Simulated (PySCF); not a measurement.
# A diatomic session: InN−

Aim: find the lowest electronic state of InN−, scan its bond at several levels of theory, and get bond length, wavenumber and dissociation energy from each curve.

Computed with PySCF 2.14.0. Level: In aug-cc-pVDZ-PP with ECP28, N aug-cc-pVDZ, scalar-relativistic core potentials.

2 further runs of the same task are left out: 2 set aside as unsound or not needed.

## (1) Input

Settings of the job:

| Item | Value |
| --- | --- |
| atoms | In, N |
| charge | -1 |
| basis | In aug-cc-pVDZ-PP with ECP28, N aug-cc-pVDZ |
| Hamiltonian | scalar-relativistic core potentials |
| basis functions | 55 |
| electrons treated | 29 |
| masses in u | 114.9039, 14.0031 |
| levels | PBE0, PBE, r²SCAN, revPBE, LDA, r²SCANh, ωB97X, HF, MP2, SCS-MP2 |
| grid | 80 radial by 434 angular points |
| occupations | held fixed by the projection of orbital angular momentum |
| dissociation limit | In− + N, each in its ground configuration |
| starting distance in angstrom | 2.145 |
| values of 2S to try | 1, 3, 5 |

Run with:

```bash
OMP_NUM_THREADS=1 python dia.py task.json out
```

After the search, every level is run at each distance in turn; below they are sorted by level.

## (2) The PBE0 curve of the state that the search chose

State followed: ²Π (doublet), unpaired electrons π ↑. The scan is laid around 2.071 Å.

Output of the SCF at 2.071 Å:

```text
******** <class 'pyscf.dft.uks_symm.SymAdaptedUKS'> ********
method = SymAdaptedUKS
initial guess = minao
damping factor = 0
level_shift factor = 0
DIIS = <class 'pyscf.scf.diis.CDIIS'>
diis_start_cycle = 1
diis_space = 10
diis_damp = 0
SCF conv_tol = 1e-09
SCF conv_tol_grad = None
SCF max_cycles = 60
direct_scf = False
max_memory 909 MB (current use 317 MB)
number electrons alpha = 15  beta = 14
XC library pyscf.dft.libxc version 7.0.0
    S. Lehtola, C. Steigemann, M. J.T. Oliveira, and M. A.L. Marques.,  SoftwareX 7, 1–5 (2018)
XC functionals = PBE0
    C. Adamo and V. Barone.,  J. Chem. Phys. 110, 6158 (1999)
    M. Ernzerhof and G. E. Scuseria.,  J. Chem. Phys. 110, 5029 (1999)
small_rho_cutoff = 0
Overwritten attributes  get_occ get_j get_jk get_hcore get_k  of <class 'pyscf.dft.uks_symm.SymAdaptedUKS'>
<class 'pyscf.dft.uks_symm.SymAdaptedUKS'> does not have attributes  refdm
Set gradient conv threshold to 3.16228e-05
init E= -244.7612490381
cycle= 1 E= -244.751524359903  delta_E= 0.00972  |g|= 0.02  |ddm|= 0.119
cycle= 2 E= -244.750242002836  delta_E= 0.00128  |g|= 0.0498  |ddm|= 0.109
cycle= 3 E= -244.751768516297  delta_E= -0.00153  |g|= 0.00927  |ddm|= 0.0847
cycle= 4 E= -244.751839218775  delta_E= -7.07e-05  |g|= 0.00309  |ddm|= 0.0155
cycle= 5 E= -244.751873835812  delta_E= -3.46e-05  |g|= 0.00199  |ddm|= 0.0172
cycle= 6 E= -244.751915261037  delta_E= -4.14e-05  |g|= 0.000555  |ddm|= 0.036
cycle= 7 E= -244.751920582522  delta_E= -5.32e-06  |g|= 0.000126  |ddm|= 0.0166
cycle= 8 E= -244.751920682456  delta_E= -9.99e-08  |g|= 3.61e-05  |ddm|= 0.00212
cycle= 9 E= -244.751920687704  delta_E= -5.25e-09  |g|= 9.79e-06  |ddm|= 0.000424
cycle= 10 E= -244.75192068816  delta_E= -4.56e-10  |g|= 3.7e-06  |ddm|= 0.000121
Extra cycle  E= -244.751920688176  delta_E= -1.55e-11  |g|= 6.55e-06  |ddm|= 2.73e-05
converged SCF energy = -244.751920688176  <S^2> = 0.89981288  2S+1 = 2.1445866
```

Points of the scan, energies from the lowest:

```csv
R (Å),E (eV),μ (D),Mulliken charge of In (e),Mayer bond order,⟨S²⟩,HOMO (eV),LUMO (eV)
1.7811,0.9202,-2.41,0.16,1.26,0.77,0.17,1.99
1.8639,0.3947,-2.94,0.12,1.32,0.78,0.12,2.10
1.9467,0.1167,-3.42,0.08,1.36,0.81,0.08,2.16
2.0089,0.0234,-3.73,0.05,1.39,0.84,0.15,2.19
2.0710,0.0000,-3.96,0.00,1.40,0.90,0.30,2.19
2.1331,0.0253,-4.10,-0.05,1.38,0.99,0.44,2.18
2.2160,0.1070,-4.17,-0.12,1.31,1.12,0.56,2.15
2.3195,0.2505,-4.17,-0.20,1.19,1.29,0.66,2.11
2.4438,0.4472,-4.17,-0.28,1.03,1.45,0.71,2.07
2.6095,0.7113,-4.26,-0.33,0.86,1.61,0.72,2.04
```

Constants from the curve: Re = 2.066 Å, ωe = 529 cm⁻¹, ωexe = 6.07 cm⁻¹, αe = 0.00361 cm⁻¹, Be = 0.3164 cm⁻¹, De = 2.47 eV, μ = -3.94 D.

Orbitals nearest the gap at 2.071 Å:

```
spin  orbital  ε (eV)  filled                         made of
   β        π  -14.99     yes                      In d 100 %
   α        σ  -13.37     yes             N s 66 %, In d 33 %
   β        σ  -11.48     yes              N s 86 %, In d 9 %
   α        σ   -3.85     yes             In s 66 %, N p 28 %
   β        σ   -3.65     yes             In s 73 %, N p 18 %
   α        π   -2.17     yes                        N p 93 %
   α        π   -1.17     yes              N p 90 %, In p 9 %
   α        σ   -0.46     yes  N p 48 %, In s 25 %, In p 24 %
   β        σ    0.03     yes  N p 51 %, In p 27 %, In s 20 %
   β        π    0.30     yes             N p 58 %, In p 40 %
   β        π    2.19      no             In p 82 %, N p 18 %
   α        π    2.74      no                      In p 103 %
   β        π    2.88      no              In p 90 %, N p 9 %
   α        π    2.89      no                      In p 102 %
```

Polarisability there: 178.1 bohr³ along the bond, 150.9 across it.

## (3) Orbitals, density and potential

Orbitals, density, ELF and potential are computed afterwards from the orbital file.

Frontier orbitals at PBE0 (alpha spin), with the share of their density that lies nearest to each atom:

| orbital | energy (eV) | lies on |
| --- | --- | --- |
| HOMO | -0.46 | N2 52 %; In1 48 % |
| LUMO | 2.74 | In1 84 %; N2 16 % |

ELF in a plane through or near 2 of the atoms.

Values, 10 rows by 14 columns:
```
0.03 0.11 0.17 0.17 0.10 0.04 0.01 0.00 0.00 0.00 0.00 0.00 0.00 0.00
0.21 0.49 0.61 0.61 0.39 0.20 0.05 0.03 0.03 0.05 0.05 0.03 0.01 0.00
0.48 0.76 0.83 0.70 0.36 0.22 0.13 0.11 0.15 0.21 0.21 0.13 0.05 0.01
0.75 0.91 0.88 0.47 0.23 0.26 0.18 0.27 0.56 0.66 0.66 0.48 0.20 0.06
0.85 0.95 0.82 0.30 0.74 0.69 0.41 0.35 0.74 0.66 0.91 0.77 0.40 0.13
0.86 0.95 0.80 0.30 0.75 0.09 0.53 0.37 0.51 0.53 0.92 0.81 0.44 0.15
0.81 0.94 0.85 0.35 0.44 0.58 0.24 0.32 0.74 0.80 0.83 0.66 0.31 0.10
0.64 0.86 0.88 0.60 0.27 0.21 0.17 0.19 0.32 0.42 0.41 0.28 0.11 0.03
0.39 0.68 0.78 0.71 0.40 0.23 0.10 0.07 0.10 0.14 0.14 0.08 0.03 0.01
0.09 0.27 0.37 0.38 0.24 0.11 0.03 0.01 0.01 0.02 0.02 0.01 0.00 0.00
```
The map spans 7.3 Å across and 5.2 Å up, centred on the molecule. Atoms in the plane (x, y in Å): In1 (-1.0, 0.0), N2 (1.0, 0.0).

On the surface of density 0.002 e/bohr³ the electrostatic potential runs, from the 1st to the 99th percentile, from -6.33 V near N2 to -3.23 V near In1.

The spin density lies nearest to N2 82 %; In1 18 % (beta excess).

Core electrons inside the core potentials are missing from the density.

## (4) Excited determinants

State 2: ²Σ⁺ (doublet), unpaired electrons σ ↑, an excited solution.

Log of the SCF at 2.071 Å:

```text
******** <class 'pyscf.dft.uks_symm.SymAdaptedUKS'> ********
method = SymAdaptedUKS
initial guess = minao
damping factor = 0
level_shift factor = 0
DIIS = <class 'pyscf.scf.diis.CDIIS'>
diis_start_cycle = 1
diis_space = 10
diis_damp = 0
SCF conv_tol = 1e-09
SCF conv_tol_grad = None
SCF max_cycles = 60
direct_scf = False
max_memory 909 MB (current use 371 MB)
number electrons alpha = 15  beta = 14
XC library pyscf.dft.libxc version 7.0.0
    S. Lehtola, C. Steigemann, M. J.T. Oliveira, and M. A.L. Marques.,  SoftwareX 7, 1–5 (2018)
XC functionals = PBE0
    C. Adamo and V. Barone.,  J. Chem. Phys. 110, 6158 (1999)
    M. Ernzerhof and G. E. Scuseria.,  J. Chem. Phys. 110, 5029 (1999)
small_rho_cutoff = 0
Set gradient conv threshold to 3.16228e-05
init E= -244.752388620621
cycle= 1 E= -244.743332308663  delta_E= 0.00906  |g|= 0.0122  |ddm|= 0.116
cycle= 2 E= -244.74316744831  delta_E= 0.000165  |g|= 0.023  |ddm|= 0.0685
cycle= 3 E= -244.74336857982  delta_E= -0.000201  |g|= 0.0153  |ddm|= 0.0487
cycle= 4 E= -244.743517888485  delta_E= -0.000149  |g|= 0.00469  |ddm|= 0.0167
cycle= 5 E= -244.743554964794  delta_E= -3.71e-05  |g|= 0.0019  |ddm|= 0.0164
cycle= 6 E= -244.743581632595  delta_E= -2.67e-05  |g|= 0.000651  |ddm|= 0.0258
cycle= 7 E= -244.743585543875  delta_E= -3.91e-06  |g|= 0.00026  |ddm|= 0.0119
cycle= 8 E= -244.743585800803  delta_E= -2.57e-07  |g|= 6.86e-05  |ddm|= 0.00292
cycle= 9 E= -244.743585809677  delta_E= -8.87e-09  |g|= 1.67e-05  |ddm|= 0.000445
cycle= 10 E= -244.743585810175  delta_E= -4.98e-10  |g|= 7.17e-06  |ddm|= 0.000108
Extra cycle  E= -244.743585809632  delta_E= 5.43e-10  |g|= 3.07e-05  |ddm|= 5.16e-05
converged SCF energy = -244.743585809632  <S^2> = 1.0742409  2S+1 = 2.3015134
```

Re = 1.983 Å, ωe = 580 cm⁻¹, ωexe = 5.57 cm⁻¹, αe = 0.00356 cm⁻¹, Be = 0.3436 cm⁻¹, μ = -4.99 D. Its minimum lies 0.18 eV above that of the lowest state.

Energy (eV) from the lowest point of the lowest state:

```
R (Å)  lowest  state 2
1.781   0.920    0.644
1.864   0.395    0.314
1.947   0.117    0.187
2.009   0.023    0.181
2.071   0.000    0.227
2.133   0.025    0.307
2.216   0.107    0.445
2.320   0.251    0.641
2.444   0.447    0.878
2.610   0.711    1.163
```

## (5) PBE (GGA)

The SCF at the reference distance, 2.071 Å, printed:

```text
******** <class 'pyscf.dft.uks_symm.SymAdaptedUKS'> ********
method = SymAdaptedUKS
initial guess = minao
damping factor = 0
level_shift factor = 0
DIIS = <class 'pyscf.scf.diis.CDIIS'>
diis_start_cycle = 1
diis_space = 10
diis_damp = 0
SCF conv_tol = 1e-09
SCF conv_tol_grad = None
SCF max_cycles = 60
direct_scf = False
max_memory 909 MB (current use 375 MB)
number electrons alpha = 15  beta = 14
XC library pyscf.dft.libxc version 7.0.0
    S. Lehtola, C. Steigemann, M. J.T. Oliveira, and M. A.L. Marques.,  SoftwareX 7, 1–5 (2018)
XC functionals = PBE
    J. P. Perdew, K. Burke, and M. Ernzerhof.,  Phys. Rev. Lett. 77, 3865 (1996)
    J. P. Perdew, K. Burke, and M. Ernzerhof.,  Phys. Rev. Lett. 78, 1396 (1997)
    J. P. Perdew, K. Burke, and M. Ernzerhof.,  Phys. Rev. Lett. 77, 3865 (1996)
    J. P. Perdew, K. Burke, and M. Ernzerhof.,  Phys. Rev. Lett. 78, 1396 (1997)
small_rho_cutoff = 0
Set gradient conv threshold to 3.16228e-05
init E= -244.762149915929
cycle= 1 E= -244.761762242376  delta_E= 0.000388  |g|= 0.0659  |ddm|= 0.379
cycle= 2 E= -244.688241010938  delta_E= 0.0735  |g|= 0.34  |ddm|= 0.634
cycle= 3 E= -244.764639623165  delta_E= -0.0764  |g|= 0.0291  |ddm|= 0.485
cycle= 4 E= -244.765329026486  delta_E= -0.000689  |g|= 0.00391  |ddm|= 0.0683
cycle= 5 E= -244.765364949946  delta_E= -3.59e-05  |g|= 0.00187  |ddm|= 0.0208
cycle= 6 E= -244.765388704752  delta_E= -2.38e-05  |g|= 0.00199  |ddm|= 0.031
cycle= 7 E= -244.765392356638  delta_E= -3.65e-06  |g|= 0.000271  |ddm|= 0.00622
cycle= 8 E= -244.765392402618  delta_E= -4.6e-08  |g|= 0.000132  |ddm|= 0.000896
cycle= 9 E= -244.76539241537  delta_E= -1.28e-08  |g|= 5.66e-06  |ddm|= 0.000262
cycle= 10 E= -244.765392415451  delta_E= -8.17e-11  |g|= 1.57e-06  |ddm|= 6.75e-05
Extra cycle  E= -244.765392415431  delta_E= 2.05e-11  |g|= 6.21e-06  |ddm|= 1.79e-05
converged SCF energy = -244.765392415431  <S^2> = 0.79029959  2S+1 = 2.0399016
```

Re = 2.089 Å, ωe = 532 cm⁻¹, ωexe = 3.70 cm⁻¹, αe = 0.00257 cm⁻¹, Be = 0.3094 cm⁻¹, De = 3.06 eV, μ = -3.75 D. 8.1 s of CPU time for 12 points, integrals apart.

## (6) r²SCAN (meta-GGA)

Output of the SCF at 2.071 Å:

```text
******** <class 'pyscf.dft.uks_symm.SymAdaptedUKS'> ********
method = SymAdaptedUKS
initial guess = minao
damping factor = 0
level_shift factor = 0
DIIS = <class 'pyscf.scf.diis.CDIIS'>
diis_start_cycle = 1
diis_space = 10
diis_damp = 0
SCF conv_tol = 1e-09
SCF conv_tol_grad = None
SCF max_cycles = 60
direct_scf = False
max_memory 909 MB (current use 375 MB)
number electrons alpha = 15  beta = 14
XC library pyscf.dft.libxc version 7.0.0
    S. Lehtola, C. Steigemann, M. J.T. Oliveira, and M. A.L. Marques.,  SoftwareX 7, 1–5 (2018)
XC functionals = R2SCAN
    J. W. Furness, A. D. Kaplan, J. Ning, J. P. Perdew, and J. Sun.,  J. Phys. Chem. Lett. 11, 8208-8215 (2020)
    J. W. Furness, A. D. Kaplan, J. Ning, J. P. Perdew, and J. Sun.,  J. Phys. Chem. Lett. 11, 9248-9248 (2020)
    J. W. Furness, A. D. Kaplan, J. Ning, J. P. Perdew, and J. Sun.,  J. Phys. Chem. Lett. 11, 8208-8215 (2020)
    J. W. Furness, A. D. Kaplan, J. Ning, J. P. Perdew, and J. Sun.,  J. Phys. Chem. Lett. 11, 9248-9248 (2020)
small_rho_cutoff = 0
Set gradient conv threshold to 3.16228e-05
init E= -244.860378121388
cycle= 1 E= -244.860755629906  delta_E= -0.000378  |g|= 0.0212  |ddm|= 0.179
cycle= 2 E= -244.853506749241  delta_E= 0.00725  |g|= 0.106  |ddm|= 0.191
cycle= 3 E= -244.861092983213  delta_E= -0.00759  |g|= 0.00824  |ddm|= 0.145
cycle= 4 E= -244.861152238799  delta_E= -5.93e-05  |g|= 0.000509  |ddm|= 0.0189
cycle= 5 E= -244.861153556028  delta_E= -1.32e-06  |g|= 0.000411  |ddm|= 0.00825
cycle= 6 E= -244.861154025535  delta_E= -4.7e-07  |g|= 0.000241  |ddm|= 0.0042
cycle= 7 E= -244.861154199437  delta_E= -1.74e-07  |g|= 0.000115  |ddm|= 0.00234
cycle= 8 E= -244.861154238276  delta_E= -3.88e-08  |g|= 4.32e-05  |ddm|= 0.00103
cycle= 9 E= -244.861154246287  delta_E= -8.01e-09  |g|= 1.91e-05  |ddm|= 0.00044
cycle= 10 E= -244.861154248506  delta_E= -2.22e-09  |g|= 6.12e-06  |ddm|= 0.00035
cycle= 11 E= -244.861154248626  delta_E= -1.2e-10  |g|= 1.15e-06  |ddm|= 0.000139
Extra cycle  E= -244.861154248609  delta_E= 1.71e-11  |g|= 5.24e-06  |ddm|= 1.7e-05
converged SCF energy = -244.861154248609  <S^2> = 0.88541416  2S+1 = 2.1311163
```

Re = 2.073 Å, ωe = 534 cm⁻¹, ωexe = 4.87 cm⁻¹, αe = 0.00310 cm⁻¹, Be = 0.3142 cm⁻¹, De = 2.56 eV, μ = -3.62 D. 11 s of CPU time for 12 points, integrals apart.

[end of part 1 of 2]
